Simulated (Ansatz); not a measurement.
**AlClF2 (SMILES [F][Al]([F])[Cl]) at 6 levels**

Aim: a comparison of 6 runs (B2PLYP/STO-3G, B3LYP/STO-3G, SVWN5/STO-3G, UB3LYP/STO-3G, revPBE/STO-3G, BCCD(T)/STO-3G) of AlClF2. 

The calculation is run with Ansatz 0.2.0.

53 further runs of the same task are left out: 4 that didn't finish, 49 set aside as unsound or not needed.

## Step 1: The system as given

The species is AlClF2 (4 atoms), meant as a singlet with charge 0. SMILES: `[F][Al]([F])[Cl]`. The Cl4–Al2 distance was set to 2.576 Å, away from the relaxed value.

Bond lengths: F1–Al2 1.631 Å, Al2–F3 1.631 Å, Al2–Cl4 2.576 Å. Angles: F1–Al2–F3 119.0°, F1–Al2–Cl4 120.5°, F3–Al2–Cl4 120.5°.

## Step 2: A single-point energy at B2PLYP/STO-3G (run 1)

File job.yaml:

```yaml
crystal:
  periodic: [false, false, false]
  atoms:
    - {symbol: F, position_ang: [1.349492, 0.463387, 1.422655]}
    - {symbol: Al, position_ang: [0.421572, -0.309123, 0.326585]}
    - {symbol: F, position_ang: [0.625782, -1.912193, 0.108355]}
    - {symbol: Cl, position_ang: [-1.339980, 0.982810, -1.038560]}
basis:
  gaussian:
    orbitals: STO-3G
hamiltonian:
  xc: {name: B2PLYP}
correlation:
  frozen_orbitals: {Al: 5, Cl: 5, F: 1}
accuracy: high
```

Run with:

```sh
$ ansatz run job.yaml --threads 1 --pin off --max-ram 3480MiB --events-out events.jsonl --progress --plain --runs-dir runs
```

The program printed:

```text
Warning: RAYON_NUM_THREADS=1 ignored (pool sized by the plan → 1); use --threads N
Functional definition: B2PLYP
  name "B2PLYP"
  parameter a = 0.53
  parameter c = 0.27
  exchange = (1 - a)*b88_x + a*exact_x
  correlation = (1 - c)*lyp_c + c*(mp2_os + mp2_ss)
505 factors; integrals over basis functions are off by at most 3.2e-8 eV
mean field evaluation 1: about -24242.5246 eV, gradient 3.0e1 eV
mean field evaluation 2: about -24242.5315 eV, gradient 3.0e1 eV
mean field evaluation 4: about -24246.8363 eV, gradient 1.3e0 eV
mean field evaluation 8: about -24246.8422 eV, gradient 9.6e-3 eV
mean field evaluation 16: about -24246.8422 eV, gradient 1.6e-7 eV
mean field -24246.84222525 eV, -891.0550166780 hartree, gradient 2.2e-8 eV, S^2 0.000000; 0 other end points of the search recorded, 0 dependent functions left out
12 core orbitals not correlated: weight in the atoms' cores, before any rotation towards them, 1.000 or more for the frozen orbitals, at most 0.000 for the correlated occupied ones
reference -24246.84224130 eV, -891.0550172679 hartree; 12, 12 occupied and 4, 4 virtual orbitals, 505 factors
second order -3.00652667 eV of doubles, -0.00000000 eV of singles
Total energy: -24247.65400350 eV, -891.0848489786 hartree
```

Wall time 1.9 s (1 thread of Arm Neoverse V2, shared host); peak memory 0.11 GiB.

## Step 3: The energy at B3LYP/STO-3G (run 2)

File molecule.yaml:

```yaml
crystal:
  periodic: [false, false, false]
  atoms:
    - {symbol: F, position_ang: [1.349492, 0.463387, 1.422655]}
    - {symbol: Al, position_ang: [0.421572, -0.309123, 0.326585]}
    - {symbol: F, position_ang: [0.625782, -1.912193, 0.108355]}
    - {symbol: Cl, position_ang: [-1.339980, 0.982810, -1.038560]}
basis:
  gaussian:
    orbitals: STO-3G
hamiltonian:
  xc: {name: B3LYP}
accuracy: high
```

Run with:

```sh
$ ansatz run molecule.yaml --threads 1 --pin off --max-ram 3480MiB --events-out events.jsonl --progress --plain --runs-dir runs
```

The program printed:

```text
Warning: RAYON_NUM_THREADS=1 ignored (pool sized by the plan → 1); use --threads N
Functional definition: B3LYP
  name "B3LYP"
  parameter a0 = 0.2
  parameter ax = 0.72
  parameter ac = 0.81
  exchange = (1 - a0 - ax)*slater_x + ax*b88_x + a0*exact_x
  correlation = (1 - ac)*vwn_rpa_c + ac*lyp_c
505 factors; integrals over basis functions are off by at most 3.2e-8 eV
mean field evaluation 1: about -24256.4308 eV, gradient 3.1e1 eV
mean field evaluation 2: about -24252.0511 eV, gradient 5.2e1 eV
mean field evaluation 4: about -24260.9898 eV, gradient 1.8e0 eV
mean field evaluation 8: about -24260.9962 eV, gradient 2.8e-2 eV
mean field evaluation 16: about -24260.9962 eV, gradient 1.2e-7 eV
mean field -24260.99619672 eV, -891.5751655355 hartree, gradient 5.4e-9 eV, S^2 0.000000; 0 other end points of the search recorded, 0 dependent functions left out
reference -24260.99622162 eV, -891.5751664508 hartree; 24, 24 occupied and 4, 4 virtual orbitals, 505 factors
Total energy: -24260.99622162 eV, -891.5751664508 hartree
```

Wall time 1.3 s (1 thread of Arm Neoverse V2, shared host); peak memory 0.11 GiB.

Runs 3 to 5 aren't shown in full; the table further down has their settings and results.

## Step 4: The energy at BCCD(T)/STO-3G (run 6)

Changes to molecule.yaml since step 3:

```diff
@@ -8,6 +8,5 @@
 basis:
-  gaussian:
-    orbitals: STO-3G
-hamiltonian:
-  xc: {name: B3LYP}
+  gaussian: {orbitals: STO-3G}
+scf: {omitted_lower_state_checks: [cluster_reference, increment]}
+correlation: {method: bccd_t, frozen_orbitals: {Al: 5, Cl: 5, F: 1}}
 accuracy: high
```

Run with:

```sh
$ ansatz run molecule.yaml --threads 1 --pin off --max-ram 3480MiB --events-out events.jsonl --progress --plain --runs-dir runs
```

The program printed, shortened:

```text
Warning: RAYON_NUM_THREADS=1 ignored (pool sized by the plan → 1); use --threads N
Functional definition: HF
  name "HF"
[...]
505 factors; integrals over basis functions are off by at most 3.2e-8 eV
[...]
mean field -24212.18169292 eV, -889.7812656084 hartree, gradient 2.5e-8 eV, S^2 0.000000; 0 other end points of the search recorded, 0 dependent functions left out
12 core orbitals not correlated: weight in the atoms' cores, before any rotation towards them, 1.000 or more for the frozen orbitals, at most 0.000 for the correlated occupied ones
reference -24212.18169292 eV, -889.7812656084 hartree; 12, 12 occupied and 4, 4 virtual orbitals, 505 factors
second order -1.82819921 eV of doubles, -0.00000000 eV of singles
cycle   1  -1.89058590 eV  change   -6.2e-2 eV  update   9.8e-2
[...]
cycle  22  -2.10683741 eV  change    1.5e-9 eV  update   2.1e-9
perturbative correction -0.25836213 eV, -0.0094946331 hartree
Total energy: -24214.54689246 eV, -889.8681850884 hartree
Checks for a lower state left out: cluster_reference, increment
```

Wall time 0.3 s (1 thread of Arm Neoverse V2, shared host).

## Step 5: Overview of the runs

| run | level | frozen core orbitals | energy (Eh) | wall time |
| --- | --- | --- | --- | --- |
| 1 | B2PLYP/STO-3G | 12 | -891.084849 | 1.9 s |
| 2 | B3LYP/STO-3G | – | -891.575166 | 1.3 s |
| 3 | SVWN5/STO-3G | – | -887.693036 | 0.8 s |
| 4 | UB3LYP/STO-3G | – | -891.575166 | 2.2 s |
| 5 | revPBE/STO-3G | – | -891.398904 | 1.2 s |
| 6 | BCCD(T)/STO-3G | 12 | -889.868185 | 0.3 s |

## Step 6: Outcome

```
                                           quantity          value
                                run 6: total energy  -889.86819 Eh
run 6: correlation energy (12 core orbitals frozen)      -86.9 mEh
                              run 6: (T) correction      -9.49 mEh
```

Totals of different functionals can't be ranked against each other. In runs 1, 2, 3, 4, 5, 6 the basis is minimal, so the values are rough. All runs together took 7.7 s, the longest 2.2 s.
